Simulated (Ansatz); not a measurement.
Consider a check of PAW against all-electron LAPW of Al, space group P6_3/mmc (the Ansatz DFT code, driven from Python).

The script, `al_paw_lapw.py`:
```python
# -*- coding: utf-8 -*-
"""PAW against all-electron LAPW for Al."""

import ansatz as az
import numpy as np


def count_gap(report):
    # lowest empty less highest filled band, counting bands; zero where they overlap
    return max(report.get("gap_by_band_count_ev") or 0.0, 0.0)

structure = (
    az.Lattice.of((2.827077, 0.0, 0.0), (-1.413539, 2.448321, 0.0), (0.0, 0.0, 9.185993))
    .atom("Al", (0.0, 0.0, 0.0))
    .atom("Al", (1 / 3, 2 / 3, 0.25))
    .atom("Al", (0.0, 0.0, 0.5))
    .atom("Al", (2 / 3, 1 / 3, 0.75))
)

base = (
    structure.calculation()
    .functional("pbesol")
    .kpoints(9, 9, 3)
    .occupations("Fermi-Dirac", width=0.15)
    .stress()
    .forces()
    .band_table()
)
variants = {
    "PAW": base.pseudopotentials("paw"),
    "LAPW": base.pseudopotentials("all_electron", lapw=True),
}
# totals differ by the cores that each treatment holds, so compare what does not depend on them
rows = []
for label, variant in variants.items():
    rep = variant.run().report
    levels = np.array(rep["eigenvalues_ev"][0]) - rep["fermi_energy_ev"]
    print(label, "levels at the first k-point near E_F:", np.round(levels[np.abs(levels) < 5], 3))
    rows.append((label, rep["n_electrons"], np.trace(rep["stress_gpa"]) / 3, float(np.abs(rep["forces_ev_ang"]).max()), count_gap(rep)))
for row in rows:
    print("; ".join(f"{name} = {round(v, 4) if isinstance(v, float) else v}" for name, v in zip(["treatment", "electrons in bands", "P GPa", "max force component eV/A", "gap by band count eV"], row)))
```

How well do the two treatments of the cores agree on the pressure?

PAW gives 1.747 GPa and LAPW 1.742 GPa, 0.004 GPa apart. They took 0.8 and 6.1 s of processor time.

The output:

`python al_paw_lapw.py` gives:
```text
DeckWarning: basis.ecutwfc = 420 eV, auto-derived from the records' recommended cutoffs: set by Al (normal level)
PAW levels at the first k-point near E_F: [-4.646 -4.302  3.658  3.672]
LAPW levels at the first k-point near E_F: [-4.652 -4.304  3.665  3.678]
treatment = PAW; electrons in bands = 12.0; P GPa = 1.7465; max force component eV/A = 0.0; gap by band count eV = 0.0
treatment = LAPW; electrons in bands = 44.0; P GPa = 1.7423; max force component eV/A = 0.0; gap by band count eV = 0.0
```
(Warnings from the package without file and line.)

What to keep in mind:
- The computed bands are complete only to about 1.3 eV above the Fermi level.
- For a metal this k-point mesh is coarse: on a finer one energies can move by several to tens of meV an atom and pressures by half a GPa or more, differences at one mesh by less.
- A Fermi-Dirac width this large means warm electrons, whose thermal share enters the free energy.
- A gap by band count of zero or less means overlapping bands, a metal.
- This isn't the structure that Al takes at ambient conditions.
- Gaps and levels are Kohn-Sham values on a finite set of k-points.
- Pressure is positive in compression; the treatments may keep other shells as core, so totals and counts of electrons can differ.
- The whole script took 11 s on 1 thread of Intel(R) Xeon(R) Processor @ 2.30GHz, with other jobs on the host, peak memory 0.55 GiB.
